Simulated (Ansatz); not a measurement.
**C2H2Cl2Si: basis-set convergence**

One table from this session's results is given with a row withheld; the runs are named, their logs left out.

Program: Ansatz 0.2.0, Gaussian basis. Level of theory: one geometry, several basis sets. These are calculated values, not measurements.

Plan: PBE0-D4/def2-SVP; ωB97M-V/def2-SVP; PBE0-D4/def2-QZVPP; ωB97M-V/def2-QZVPP; CCSD(T)/cc-pV(D+d)Z; CCSD(T)/cc-pV(T+d)Z; CCSD(T)/cc-pV(Q+d)Z; the functionals' def2-TZVPP values are taken from earlier runs.

## The relaxed structure

An earlier PBE0-D4 in a triple-zeta def2 set relaxation fixed the geometry.

SMILES `C#C[SiH](Cl)Cl`, 7 atoms, charge 0, spin multiplicity 1.

Atoms are counted from 1 here; the program's logs count them from 0.

Bond lengths: C1–C2 1.205 Å, C1–H6 1.066 Å, C2–Si3 1.807 Å, Si3–Cl4 2.037 Å, Si3–Cl5 2.037 Å, Si3–H7 1.472 Å. Angles: C2–C1–H6 179.8°, C1–C2–Si3 179.1°, C2–Si3–Cl4 109.2°, C2–Si3–Cl5 109.2°, C2–Si3–H7 111.4°, Cl4–Si3–Cl5 109.6°, Cl4–Si3–H7 108.7°, Cl5–Si3–H7 108.7°.

The first run:

Contents of in.yaml:

```yaml
crystal:
  periodic: [false, false, false]
  atoms:
    - {symbol: C, position_ang: [0.222119, -0.669296, 1.881571]}
    - {symbol: C, position_ang: [0.127687, -0.285151, 0.743198]}
    - {symbol: Si, position_ang: [0.012716, 0.282720, -0.968923]}
    - {symbol: Cl, position_ang: [-1.510593, -0.698353, -1.899224]}
    - {symbol: Cl, position_ang: [-0.353686, 2.286184, -0.986877]}
    - {symbol: H, position_ang: [0.302455, -1.008193, 2.889542]}
    - {symbol: H, position_ang: [1.260701, 0.023989, -1.705086]}
basis:
  gaussian: {orbitals: def2-SVP}
hamiltonian: {xc: pbe0, dispersion: d4}
output: {orbitals: {seedname: orbitals}}
```

Command:

```bash
$ ansatz run in.yaml --threads 2 --pin off --events-out ev --progress --plain --max-ram 32768MiB --backend cpu
```

Among the steps run: PBE0-D4 in def2-SVP; ωB97M-V in def2-SVP; PBE0-D4 in def2-QZVPP; ωB97M-V in def2-QZVPP.

One table of the session follows, with a row left open; its other results are not shown here.

| functional | basis | HOMO (eV) |
| --- | --- | --- |
| PBE0-D4 | def2-SVP | -8.73 |
| PBE0-D4 | def2-TZVPP | -8.79 |
| PBE0-D4 | def2-QZVPP | -8.82 |
| ωB97M-V | def2-SVP | ? |
| ωB97M-V | def2-TZVPP | -11.04 |
| ωB97M-V | def2-QZVPP | -11.06 |

Estimate the missing values for ωB97M-V, def2-SVP.

**Answer.** HOMO (eV): -10.94. In the column «HOMO (eV)» it lies between ωB97M-V, def2-TZVPP (-11.04) and PBE0-D4, def2-QZVPP (-8.82).
